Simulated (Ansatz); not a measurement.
# CH5AlClFOSi: one species, many methods

An exercise on one series of results from a longer session: the logs are not shown, and one member is left open.

Program: Ansatz 0.2.0, Gaussian basis. Level of theory: functionals in def2-TZVPP, the program's frozen cores in correlated methods. These are calculated values, not measurements.

Plan: PBE-D4, r2SCAN-D4, PBE0-D4, B3LYP-D4, ωB97X-V, ωB97M-V, B2PLYP; CCSD(T)/def2-TZVPP; MP2/def2-QZVPP; extrapolation to the limit.

## The geometry

An earlier PBE0-D4 in a triple-zeta def2 set relaxation fixed the geometry.

SMILES `[CH3][Al]([Cl])[SiH](O)F`, 11 atoms, charge 0, spin multiplicity 1.

Atoms are counted from 1 here; the program's logs count them from 0.

Bond lengths: C1–Al2 1.944 Å, C1–H7 1.093 Å, C1–H8 1.096 Å, C1–H9 1.094 Å, Al2–Cl3 2.109 Å, Al2–Si4 2.473 Å, Si4–O5 1.644 Å, Si4–F6 1.611 Å, Si4–H10 1.483 Å, O5–H11 0.958 Å. Angles: Al2–C1–H7 111.6°, Al2–C1–H8 109.9°, Al2–C1–H9 112.2°, H7–C1–H8 107.2°, H7–C1–H9 108.5°, H8–C1–H9 107.2°, C1–Al2–Cl3 118.2°, C1–Al2–Si4 126.1°, Cl3–Al2–Si4 115.7°, Al2–Si4–O5 113.3°, Al2–Si4–F6 106.5°, Al2–Si4–H10 116.5°, O5–Si4–F6 109.4°, O5–Si4–H10 104.1°, F6–Si4–H10 106.8°, Si4–O5–H11 118.7°.

Set-up of the first run:

in.yaml

```yaml
crystal:
  periodic: [false, false, false]
  atoms:
    - {symbol: C, position_ang: [-0.269658, -1.566183, 1.371253]}
    - {symbol: Al, position_ang: [0.868781, -0.267438, 0.479600]}
    - {symbol: Cl, position_ang: [2.947157, -0.359451, 0.825937]}
    - {symbol: Si, position_ang: [0.122215, 1.480867, -1.102241]}
    - {symbol: O, position_ang: [-1.005121, 0.948246, -2.173819]}
    - {symbol: F, position_ang: [-0.506110, 2.666252, -0.210141]}
    - {symbol: H, position_ang: [0.165382, -1.900641, 2.316234]}
    - {symbol: H, position_ang: [-0.391383, -2.452970, 0.738700]}
    - {symbol: H, position_ang: [-1.269771, -1.170989, 1.569773]}
    - {symbol: H, position_ang: [1.170452, 2.093611, -1.953768]}
    - {symbol: H, position_ang: [-1.766642, 0.471794, -1.840831]}
basis:
  gaussian: {orbitals: def2-TZVPP}
hamiltonian: {xc: pbe, dispersion: d4}
output: {forces: true, orbitals: {seedname: orbitals}}
```

Started as:

```bash
ansatz run in.yaml --threads 4 --pin off --events-out ev --progress --plain --max-ram 10444MiB
```

Steps of the session up to this table: PBE-D4 (GGA); r2SCAN-D4 (meta-GGA); PBE0-D4 (hybrid); B3LYP-D4 (hybrid); ωB97X-V (range-separated); ωB97M-V (range-separated); B2PLYP (double hybrid); CCSD(T) in def2-TZVPP; MP2 in def2-QZVPP.

One of the session's tables, all rows but one given; the rest of the session is left out.

| method | atomisation energy (kcal/mol) |
| --- | --- |
| PBE-D4 | ? |
| r2SCAN-D4 | 965.5 |
| PBE0-D4 | 954.7 |
| B3LYP-D4 | 954.8 |
| ωB97X-V | 964.9 |
| ωB97M-V | 963.3 |
| B2PLYP | 948.7 |
| HF/def2-TZVPP | 717.0 |
| MP2/def2-TZVPP | 959.7 |
| CCSD/def2-TZVPP | 923.8 |
| CCSD(T)/def2-TZVPP | 937.3 |
| MP2/CBS | 988.2 |
| CCSD(T)/CBS | 965.9 |

Estimate the missing values for PBE-D4.

As computed: atomisation energy (kcal/mol): 969.7. In the column «atomisation energy (kcal/mol)» it lies between CCSD(T)/CBS (965.9) and MP2/CBS (988.2).
